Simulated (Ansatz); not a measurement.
# W2Cl3: the cost of one run

Program: Ansatz 0.2.0. Level of theory: DFT PBE, scalar-relativistic, plane waves, PAW, unless a step names another level. These are calculated values, not measurements.

7 further runs of the same task are left out: 7 set aside as unsound or not needed.

## (1) What the formula suggests

Pauling electronegativities: W 2.36, Cl 3.16 (spread 0.80). No set of common oxidation states balances it. Tabulated atomic sizes suggest about 23 Å³/atom. 26 candidates were drawn, by swapping species into database cells of other compounds, at random by space group and Wyckoff sites, or by hand, as the table says:

```csv
name,made from,space group no.,Wyckoff sites,atoms (primitive cell),V (Å³/atom)
c01,random,71,"W 4i; Cl 4j, 2b",5,24.7
c02,random,187,"W 3j, 1a; Cl 6n",10,23.8
c03,database cell of Cu3Te2,99,"W 1a, 1b; Cl 2c, 1a",5,22.0
c04,random,191,W 2e; Cl 3g,5,23.6
c05,random,71,"W 2a, 2b; Cl 4j, 2d",5,24.1
c06,random,221,"W 1b, 1a; Cl 3c",5,24.2
c07,random,191,"W 2d; Cl 2c, 1b",5,23.9
c08,database cell of Al3Cu2,164,"W 2d; Cl 1a, 2d",5,24.2
c09,random,191,"W 1b, 1a; Cl 3g",5,25.6
c10,random,99,"W 1b, 1a; Cl 1a, 1b, 1b",5,24.8
c11,database cell of Y3H2,194,"W 4f; Cl 4f, 2c",10,28.8
c12,built by hand: corundum (Al2O3),167,W 12c; Cl 18e,10,23.0
c13,random,225,"W 8c, 4b, 4a; Cl 24e",10,23.8
c14,random,71,"W 4g; Cl 4j, 2a",5,27.7
c15,built by hand: Bi2Te3 (tetradymite),166,"W 6c; Cl 6c, 3a",5,23.0
c16,random,65,"W 4j; Cl 4h, 2a",5,23.4
c17,database cell of Al2Ni3,123,"W 2h, 2h; Cl 2g, 2g, 1b, 1c",10,22.5
c18,database cell of Er2Se3,115,"W 2g; Cl 2g, 1b",5,22.3
c19,random,191,"W 2e; Cl 1b, 2c",5,27.7
c20,random,191,"W 2c; Cl 2d, 1a",5,27.1
c21,random,123,"W 2h; Cl 2g, 1b",5,25.0
c22,random,183,"W 1a, 3c; Cl 3c, 3c",10,23.9
c23,database cell of Fe2O3,167,W 12c; Cl 18e,10,25.0
c24,random,123,"W 1a, 1c; Cl 1d, 2e",5,26.2
c25,built by hand: ZrCl-like bilayer with intercalated Cl,164,"W 2d; Cl 2d, 1a",5,23.0
c26,random,221,"W 1b, 1a; Cl 3d",5,29.6
```

## (2) Screening run of c04

input.yaml reads:

```yaml
crystal:
  lattice:
    - [5.00225719, 0.0, 0.0]
    - [-2.5011286, 4.3320818, 0.0]
    - [0.0, 0.0, 5.45252068]
  atoms:
    - { symbol: W, position: [0.0, 0.0, 0.75554547] }
    - { symbol: W, position: [0.0, 0.0, 0.24445453] }
    - { symbol: Cl, position: [0.5, 0.0, 0.5] }
    - { symbol: Cl, position: [0.0, 0.5, 0.5] }
    - { symbol: Cl, position: [0.5, 0.5, 0.5] }
basis:
  ecutwfc: 420
kpoints:
  mp_grid: { grid: [4, 4, 3] }
hamiltonian:
  xc: pbe
scf:
  occupations: { method: gaussian, width: 0.2 }
  lower_state_search: "off"
output:
  forces: true
  stress: true
  eigenvalues: true
relax:
  adjacent_minimum: "off"
  f_tol: 0.08
  max_steps: 16
  cell: { stress_tol: 0.8 }
```

Command:

```
ansatz run input.yaml --threads 1 --pin off --max-ram 2560MiB --backend cpu --events-out ev --progress --plain --runs-dir out
```

**Question.** How long does this run take on 1 thread of Intel Xeon at 2.70GHz, shared host, and how much memory does it need?

About 22 s, with a peak of 0.4 GiB.
